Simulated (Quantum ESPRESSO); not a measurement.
A calculation with Quantum ESPRESSO 7.5 of CuGe6 (native input, structure typed inline):

File pw.in:

```
&CONTROL
  calculation = 'scf'
  prefix = 'pwscf'
  outdir = './tmp'
  pseudo_dir = './pseudo'
  tprnfor = .true.
  tstress = .true.
  disk_io = 'nowf'
/
&SYSTEM
  ibrav = 0
  nat = 7
  ntyp = 2
  ecutwfc = 55
  ecutrho = 440
  nbnd = 61
  occupations = 'smearing'
  smearing = 'fd'
  degauss = 0.00367493
/
&ELECTRONS
  conv_thr = 1.4d-09
  electron_maxstep = 120
  mixing_beta = 0.5
/
ATOMIC_SPECIES
Cu    63.5460 Cu.paw.z_11.ld1.psl.v1.0.0-low.upf
Ge    72.6300 ge_pbe_v1.4.uspp.F.UPF
CELL_PARAMETERS angstrom
  -3.2803710700    3.2803710700    3.2803710700
   3.2803710700   -3.2803710700    3.2803710700
   3.2803710700    3.2803710700   -3.2803710700
ATOMIC_POSITIONS crystal
Cu     0.0000000000    0.0000000000    0.0000000000
Ge     0.0000000000    0.6674187100    0.6674187100
Ge     0.0000000000    0.3325812900    0.3325812900
Ge     0.6674187100    0.0000000000    0.6674187100
Ge     0.3325812900    0.0000000000    0.3325812900
Ge     0.6674187100    0.6674187100    0.0000000000
Ge     0.3325812900    0.3325812900    0.0000000000
K_POINTS automatic
6 6 6 0 0 0
```

Potentials or basis: SSSP 1.3 efficiency PBE.

Launch:

```bash
$ OMP_NUM_THREADS=1 pw.x -in pw.in > pw.out
```

The cell was built by a generator and needn't be a form met in nature.

**Question.** Write the same calculation in another form: ASE script, Cartesian positions.

**Answer.** As run:

File run.py:

```python
import numpy as np
from ase.calculators.espresso import Espresso, EspressoProfile
from ase.io import read

atoms = read('CuGe6.xyz')

input_data = {
    'control': {'calculation': 'scf', 'prefix': 'pwscf', 'outdir': './tmp', 'tprnfor': True, 'tstress': True, 'disk_io': 'nowf'},
    'system': {'ecutwfc': 55.0, 'ecutrho': 440.0, 'nbnd': 61, 'occupations': 'smearing', 'smearing': 'fd', 'degauss': 0.00367493},
    'electrons': {'conv_thr': 1.4e-09, 'electron_maxstep': 120, 'mixing_beta': 0.5},
}
pseudopotentials = {'Cu': 'Cu.paw.z_11.ld1.psl.v1.0.0-low.upf', 'Ge': 'ge_pbe_v1.4.uspp.F.UPF'}
profile = EspressoProfile(command='pw.x', pseudo_dir='pseudo')
dft = Espresso(profile=profile, input_data=input_data, pseudopotentials=pseudopotentials, kpts=(6, 6, 6), koffset=(0, 0, 0))
atoms.calc = dft

print(f'energy {atoms.get_potential_energy():.8f} eV')
print('forces (eV/A)')
print(np.round(atoms.get_forces(), 6))
print('stress (eV/A^3, Voigt)')
print(np.round(atoms.get_stress(), 8))
print(f'Fermi level {dft.get_fermi_level():.4f} eV')
```

The input CuGe6.xyz:

```xyz
7
Lattice="-3.2803710700 3.2803710700 3.2803710700 3.2803710700 -3.2803710700 3.2803710700 3.2803710700 3.2803710700 -3.2803710700" Properties=species:S:1:pos:R:3 pbc="T T T"
Cu     0.0000000000      0.0000000000      0.0000000000
Ge     4.3787620557      0.0000000000      0.0000000000
Ge     2.1819800843      0.0000000000      0.0000000000
Ge     0.0000000000      4.3787620557      0.0000000000
Ge     0.0000000000      2.1819800843      0.0000000000
Ge     0.0000000000      0.0000000000      4.3787620557
Ge     0.0000000000      0.0000000000      2.1819800843
```

Potentials or basis: SSSP 1.3 efficiency PBE.

Run with:

```bash
$ OMP_NUM_THREADS=1 python run.py
```

Both were run:

|  | native input, structure typed inline | ASE script, Cartesian positions |
| --- | --- | --- |
| Pressure | 18.1 GPa | 18.1 GPa |
| Largest force | 0.058 eV/Å | 0.058 eV/Å |
| Band gap on the k mesh | none (metal or under the smearing width) | none (metal or under the smearing width) |

Keys that steer only the numerical path or the files written may differ.

Caveat: so large a pressure means that the cell lies far from this level's equilibrium, or that cutoff or potentials fall short.
